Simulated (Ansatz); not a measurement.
# Cu (I4/mmm): phonon calculation by linear response from a Python script

What are the phonon frequencies of Cu (I4/mmm)? The task is a phonon calculation by linear response, for Cu (I4/mmm).

Program: Ansatz 0.2.0, driven from Python. Level of theory: DFT LDA, plane waves, PAW. These are calculated values, not measurements.

## (1) The system

Symmetry: I4/mmm, No. 139, tetragonal system. The conventional cell has a = 2.886 Å, b = 2.886 Å, c = 2.752 Å, α = 90.00°, β = 90.00°, γ = 90.00°. Around Cu (site symmetry 4/mmm) lie 10 Cu at 2.46 to 2.75 Å.

The script holds or builds the structure itself.

## (2) The code

dfpt_cu.py

```python
"""DFPT phonons of Cu."""

from pathlib import Path
import logging
import sys

import ansatz as az
from ase import Atoms
import numpy as np

logging.basicConfig(stream=sys.stdout, format="%(levelname)s:%(name)s:%(message)s")
log = logging.getLogger("ansatz_job")
log.setLevel(logging.INFO)

XC = "lda"
OCCUPATIONS = "Fermi-Dirac"
MESH = (16, 16, 16)


def main() -> None:
    atoms = Atoms(
        ["Cu"],
        scaled_positions=[
            (0.0, 0.0, 0.0),
        ],
        cell=[
            (-1.44279332, 1.44279332, 1.37608145),
            (1.44279332, -1.44279332, 1.37608145),
            (1.44279332, 1.44279332, -1.37608145),
        ],
        pbc=True,
    )
    crystal = az.Crystal.from_ase(atoms)

    base = crystal.calculation()
    base = base.functional(XC).basis(19 * az.Ha)
    base = base.occupations(OCCUPATIONS).kpoints(*MESH)
    base = base.phonons("dfpt", points=[(0, 0, 0), (0.5, 0.5, 0), (0, 0, 0.5)])
    res = base.run(runs_dir="runs")
    ph = res.phonons

    for q in ph.qpoints:
        print("q =", np.round(q.q_frac, 3), "1/cm:", " ".join(f"{w:.1f}" for w in q.omega_inv_cm))


if __name__ == "__main__":
    main()
```

## (3) The calls as engine input

The package turns the script's settings into the engine's input:

```yaml
crystal:
  lattice:
    - [-1.44279332, 1.44279332, 1.37608145]
    - [1.44279332, -1.44279332, 1.37608145]
    - [1.44279332, 1.44279332, -1.37608145]
  atoms:
    - { symbol: Cu, position: [0.0, 0.0, 0.0] }
basis:
  ecutwfc: 517.016338673772
kpoints:
  mp_grid:
    grid: [16, 16, 16]
hamiltonian:
  xc: lda
scf:
  occupations:
    method: fermi_dirac
phonons:
  method: dfpt
  qpoints:
    - [0.0, 0.0, 0.0]
    - [0.5, 0.5, 0.0]
    - [0.0, 0.0, 0.5]
```

## (4) The run

The run is started by

```
$ python dfpt_cu.py
```

**Question.** What results will this script give? Wanted: free energy; gap on the mesh; highest frequency; lowest frequency.

**Answer**, as computed:

| quantity | value |
| --- | --- |
| free energy | -6555.6715 eV |
| gap on the mesh | none |
| highest frequency | 245 cm⁻¹ |
| lowest frequency | -47 cm⁻¹ |

A mode is imaginary (47i cm⁻¹), so the structure as given is not at a minimum, or not relaxed at these settings. The mesh shows no gap. Notes:
- The cell isn't relaxed first, so the values belong to this volume.
- A negative frequency stands for an imaginary mode.
- This isn't the structure that Cu takes at ambient conditions.
- The structure is taken as given; imaginary modes can come from an unrelaxed or unstable start. Phonons of metals also depend on mesh and smearing. Whether this is the phase that is stable at ambient conditions was not tested.
